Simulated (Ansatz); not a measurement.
**CH₇NSSi: up Jacob's ladder to CCSD(T)**

One table from this session's results is given with a row withheld; the runs are named, their logs left out.

Program: Ansatz 0.2.0, Gaussian basis. Level of theory: functionals in def2-TZVPP, the program's frozen cores in correlated methods. These are calculated values, not measurements.

The runs, in order: LDA (SPW92), PBE-D4, revPBE-D4, BLYP-D4, r2SCAN-D4, B97M-V, PBE0-D4, B3LYP-D4, r2SCANh-D4, r2SCAN0-D4, HSE06-D4, BHLYP-D4, CAM-B3LYP-D4, LC-ωPBE, ωB97X-V, ωB97M-V, B2PLYP, PBE-QIDH; CCSD(T)/def2-SVP; CCSD(T)/def2-TZVPP; MP2/def2-QZVPP; extrapolation to the limit; RPA on PBE.

### Structure used throughout

An earlier PBE0-D4 in a triple-zeta def2 set relaxation fixed the geometry.

11 atoms, charge 0, spin multiplicity 1.

Atoms are counted from 1 here; the program's logs count them from 0.

Bond lengths: N1–C2 1.438 Å, N1–H5 1.012 Å, N1–H6 1.011 Å, C2–S3 1.833 Å, C2–H7 1.091 Å, C2–H8 1.099 Å, S3–Si4 2.124 Å, Si4–H9 1.489 Å, Si4–H10 1.483 Å, Si4–H11 1.488 Å. Angles: C2–N1–H5 111.1°, C2–N1–H6 111.4°, H5–N1–H6 108.8°, N1–C2–S3 108.0°, N1–C2–H7 108.9°, N1–C2–H8 115.3°, S3–C2–H7 108.3°, S3–C2–H8 107.9°, H7–C2–H8 108.2°, C2–S3–Si4 99.2°, S3–Si4–H9 110.7°, S3–Si4–H10 106.2°, S3–Si4–H11 112.4°, H9–Si4–H10 110.4°, H9–Si4–H11 107.7°, H10–Si4–H11 109.5°.

The first run:

Contents of in.yaml:

```yaml
crystal:
  periodic: [false, false, false]
  atoms:
    - {symbol: N, position_ang: [-0.875209, 2.047809, 0.020241]}
    - {symbol: C, position_ang: [-0.230322, 0.846103, -0.435844]}
    - {symbol: S, position_ang: [0.908107, 0.277902, 0.883503]}
    - {symbol: Si, position_ang: [0.919040, -1.801797, 0.451004]}
    - {symbol: H, position_ang: [-1.347737, 2.518769, -0.740184]}
    - {symbol: H, position_ang: [-1.546934, 1.851156, 0.750470]}
    - {symbol: H, position_ang: [0.361538, 1.077554, -1.322638]}
    - {symbol: H, position_ang: [-0.906263, 0.014973, -0.680906]}
    - {symbol: H, position_ang: [-0.464277, -2.351279, 0.474090]}
    - {symbol: H, position_ang: [1.744696, -2.438574, 1.505802]}
    - {symbol: H, position_ang: [1.502961, -2.099515, -0.885039]}
basis:
  gaussian: {orbitals: def2-TZVPP}
hamiltonian: {xc: lda}
output: {orbitals: {seedname: orbitals}}
```

The run is started by

```bash
ansatz run in.yaml --threads 4 --pin off --events-out ev --progress --plain --max-ram 10444MiB
```

Among the steps run: LDA; PBE-D4 (GGA); revPBE-D4 (GGA); BLYP-D4 (GGA); r2SCAN-D4 (meta-GGA); B97M-V (meta-GGA); B3LYP-D4 (hybrid); r2SCANh-D4 (hybrid); r2SCAN0-D4 (hybrid); HSE06-D4 (hybrid); BHLYP-D4 (hybrid); CAM-B3LYP-D4 (range-separated); LC-ωPBE (range-separated); ωB97X-V (range-separated); ωB97M-V (range-separated); B2PLYP (double hybrid); PBE-QIDH (double hybrid).

One table of the session follows, with a row left open; its other results are not shown here.

It belongs to the step «Orbital energies across the functionals». 

| functional | HOMO (eV) | gap (eV) |
| --- | --- | --- |
| LDA (SPW92) | -5.68 | 4.78 |
| PBE-D4 | -5.60 | 4.91 |
| revPBE-D4 | -5.56 | 4.96 |
| BLYP-D4 | -5.47 | 4.90 |
| r2SCAN-D4 | -5.87 | 5.51 |
| B97M-V | -6.04 | 5.51 |
| PBE0-D4 | -6.85 | 7.04 |
| B3LYP-D4 | -6.62 | 6.59 |
| r2SCANh-D4 | -6.33 | 6.29 |
| r2SCAN0-D4 | -7.02 | 7.44 |
| HSE06-D4 | -6.45 | 6.27 |
| BHLYP-D4 | -7.96 | 9.00 |
| CAM-B3LYP-D4 | -8.18 | 9.35 |
| LC-ωPBE | -9.55 | 11.90 |
| ωB97X-V | -9.21 | 11.42 |
| ωB97M-V | ? | ? |

**Question.** Estimate the row for ωB97M-V.

The run gave: HOMO (eV): -9.06; gap (eV): 10.94. In the column «HOMO (eV)» it lies between ωB97X-V (-9.21) and CAM-B3LYP-D4 (-8.18).
